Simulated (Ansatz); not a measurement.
Relaxation of a periodic cell of 63 atoms, Si62Sb (host Si, host structure diamond, dopant Sb, one Si atom removed), to a largest force component of 0.03 eV/Å in at most 60 steps.

Level of theory: Ansatz, DFT PBE-D3(BJ), scalar-relativistic, plane waves, PAW. Settings: PAW set soft_1, cutoff 420 eV, k mesh 1x1x1, gaussian smearing 0.02 eV, spin collinear.

```xyz
63
Lattice="10.8600 0.0000 0.0000 0.0000 10.8600 0.0000 0.0000 0.0000 10.8600" Properties=species:S:1:pos:R:3:forces:R:3
Si 5.438 0.037 -0.026 0.21 -0.85 0.45
Si 6.798 1.373 1.352 -0.16 -0.22 -0.06
Si 8.167 2.691 0.021 -0.31 0.57 -0.33
Si 9.492 4.074 1.317 0.17 -0.17 0.85
Si 8.099 0.007 2.739 0.73 -0.35 -0.51
Si 9.550 1.318 4.043 -0.82 0.45 0.75
Si 0.017 0.008 0.041 -0.26 -0.54 -0.68
Si 1.369 1.318 1.334 0.07 0.57 0.55
Si 2.713 2.699 0.010 0.17 0.10 -0.10
Si 4.083 4.069 1.343 -0.36 0.08 0.02
Si 5.355 5.463 0.000 1.69 -0.88 0.42
Si 6.789 6.829 1.390 0.27 -0.54 -0.81
Si 8.190 8.159 -0.030 -0.58 -0.03 0.29
Si 9.541 9.463 1.345 -0.62 0.70 0.40
Si 2.670 0.017 2.758 0.82 -0.23 -0.30
Si 4.086 1.361 4.115 -0.38 0.84 -0.53
Si 5.437 2.738 2.653 -0.07 -0.31 0.70
Si 6.803 4.047 4.050 -0.36 0.24 0.42
Si 8.165 5.488 2.738 -0.11 -0.46 -0.28
Si 9.501 6.809 4.098 0.16 -0.01 0.55
Si 5.426 0.059 5.432 -0.18 -1.11 0.03
Si 6.741 1.310 6.828 1.62 -0.75 -0.89
Si 8.088 2.719 5.511 0.80 -0.18 -0.74
Si 9.534 4.135 6.753 -0.37 -1.16 0.90
Si 8.149 0.013 8.157 -0.07 -0.51 -0.13
Si 9.480 1.332 9.543 0.52 0.17 -0.16
Si 0.018 5.394 0.013 0.08 0.89 -0.28
Si 1.365 6.851 1.365 0.04 -1.02 0.06
Si 2.724 8.132 0.005 -0.13 0.57 -0.21
Si 4.087 9.499 1.354 -0.15 0.34 0.24
Si 0.012 2.687 2.711 -0.19 0.35 -0.59
Si 1.323 4.069 4.066 0.65 0.14 -0.31
Si 2.782 5.463 2.726 -0.91 -0.26 -0.13
Si 4.073 6.795 4.109 0.44 0.04 -0.07
Si 5.456 8.133 2.703 -0.55 0.44 0.44
Si 6.778 9.499 4.083 -0.17 0.14 0.22
Si 0.016 -0.012 5.426 -0.24 -0.19 0.27
Si 1.366 1.353 6.783 -0.16 0.28 0.00
Si 2.652 2.745 5.434 0.41 0.03 -0.20
Si 5.433 5.452 5.442 -0.03 -0.22 -0.21
Si 6.762 6.809 6.813 -0.05 -0.66 0.29
Si 8.102 8.164 5.489 0.18 -0.18 -0.81
Si 9.472 9.472 6.793 0.47 0.48 0.33
Si 2.725 0.029 8.094 -0.01 -0.45 0.42
Si 4.093 1.334 9.524 -1.89 -1.43 1.45
Sb 5.426 2.732 8.218 -2.26 0.88 -3.05
Si 6.807 4.046 9.447 2.14 2.23 3.18
Si 8.164 5.426 8.154 0.02 0.45 -0.40
Si 9.518 6.835 9.482 -0.14 -1.31 0.72
Si -0.009 8.142 2.716 0.28 0.24 0.48
Si 1.387 9.510 4.120 -0.51 -0.22 -0.51
Si 0.038 5.397 5.459 -0.57 0.33 -1.10
Si 1.323 6.724 6.758 0.91 0.99 0.57
Si 2.738 8.174 5.428 -0.68 -0.86 0.06
Si 4.032 9.492 6.744 0.88 0.48 0.63
Si 0.031 2.684 8.171 -0.60 0.36 -0.32
Si 1.382 4.060 9.498 0.27 -0.02 -0.19
Si 2.738 5.509 8.179 -0.43 -0.58 -0.44
Si 4.080 6.740 9.561 -0.19 1.28 -0.87
Si 5.434 8.166 8.163 -0.84 -0.44 -0.28
Si 6.773 9.464 9.471 0.42 0.82 0.52
Si -0.033 8.103 8.157 0.59 0.60 -0.81
Si 1.343 9.496 9.476 0.30 0.09 0.08
```

Where does it end, and by what steps?

It converged. Limits of this set-up: coarse k mesh, a typed lattice constant that wasn't relaxed here. After 5 steps the energy has fallen by 2.537 eV; Sb46 moved furthest, 0.51 Å.

```tsv
step	energy less start (eV)	largest force component (eV/Å)	accepted
0	0.0000	3.176	yes
1	-2.1525	1.019	yes
2	-2.4987	0.236	yes
3	-2.4746	0.195	no
4	-2.5338	0.050	yes
5	-2.5372	0.019	yes
```

```xyz
63
Lattice="10.8600 0.0000 0.0000 0.0000 10.8600 0.0000 0.0000 0.0000 10.8600" Properties=species:S:1:pos:R:3
Si 5.456 -0.018 0.024
Si 6.804 1.354 1.367
Si 8.150 2.707 -0.003
Si 9.494 4.069 1.362
Si 8.158 0.001 2.729
Si 9.523 1.359 4.086
Si 0.006 -0.004 0.011
Si 1.353 1.362 1.373
Si 2.714 2.715 0.020
Si 4.079 4.067 1.374
Si 5.437 5.434 0.030
Si 6.792 6.790 1.379
Si 8.156 8.141 0.008
Si 9.507 9.498 1.370
Si 2.714 0.010 2.724
Si 4.087 1.354 4.092
Si 5.439 2.703 2.722
Si 6.760 4.056 4.111
Si 8.135 5.433 2.738
Si 9.508 6.775 4.096
Si 5.439 -0.024 5.434
Si 6.827 1.315 6.745
Si 8.161 2.714 5.435
Si 9.511 4.068 6.800
Si 8.157 0.008 8.163
Si 9.524 1.360 9.511
Si 0.016 5.420 -0.005
Si 1.359 6.785 1.357
Si 2.711 8.149 -0.002
Si 4.066 9.498 1.371
Si -0.006 2.724 2.714
Si 1.364 4.075 4.079
Si 2.711 5.431 2.715
Si 4.059 6.780 4.090
Si 5.425 8.143 2.720
Si 6.790 9.487 4.073
Si 0.018 0.010 5.445
Si 1.400 1.385 6.794
Si 2.747 2.750 5.419
Si 5.391 5.423 5.442
Si 6.759 6.755 6.809
Si 8.133 8.133 5.435
Si 9.498 9.502 6.799
Si 2.714 -0.010 8.155
Si 4.031 1.295 9.575
Sb 5.140 2.977 7.881
Si 6.819 4.122 9.546
Si 8.160 5.434 8.155
Si 9.522 6.784 9.511
Si -0.001 8.141 2.723
Si 1.359 9.507 4.080
Si 0.010 5.420 5.447
Si 1.370 6.782 6.792
Si 2.712 8.154 5.438
Si 4.079 9.495 6.801
Si 0.022 2.718 8.147
Si 1.398 4.071 9.482
Si 2.750 5.450 8.128
Si 4.087 6.782 9.518
Si 5.439 8.144 8.162
Si 6.803 9.499 9.511
Si -0.003 8.146 8.139
Si 1.350 9.494 9.501
```

Whether the end is a true minimum wasn't checked by a vibrational analysis.

The run took 100 s on 4 threads of Arm Neoverse V2, with other jobs on the host, peak memory 1.7 GiB.
